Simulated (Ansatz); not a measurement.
CuSn3 in Ansatz: the effect of functional

The system is CuSn3.

```
Sn Cu
1.0
    -2.22487    2.22487    4.83801
     2.22487   -2.22487    4.83801
     2.22487    2.22487   -4.83801
Sn Cu
3 1
Direct
  0.50000 0.50000 0.00000
  0.25000 0.75000 0.50000
  0.75000 0.25000 0.50000
  0.00000 0.00000 0.00000
```

The cell comes from a database or a generator and needn't be the stable form of this composition.

The cell isn't the ideal one: volume scaled by 0.98.

Alike in all runs:

```yaml
Program: Ansatz 0.2.0
Task: single point
Potentials_or_basis: Ansatz PAW
k_mesh: 8 × 8 × 8
Occupations: fermi-dirac, width 0.05 eV
Spin: no spin polarisation
```

```csv
functional,cutoff,pressure (GPa)
LDA,420 eV (not typed: the program's choice for these potentials),?
r2SCAN,500 eV (not typed: the program's choice for these potentials),-1.7
PBE,420 eV (not typed: the program's choice for these potentials),0.0
```

Question: What does the run with functional LDA give?

Answer: Pressure -4.8 GPa.

Caveats: the PAW data sets come from PBE, with cores solved anew for the run's functional, which leaves a small shift of forces and pressure (some runs).
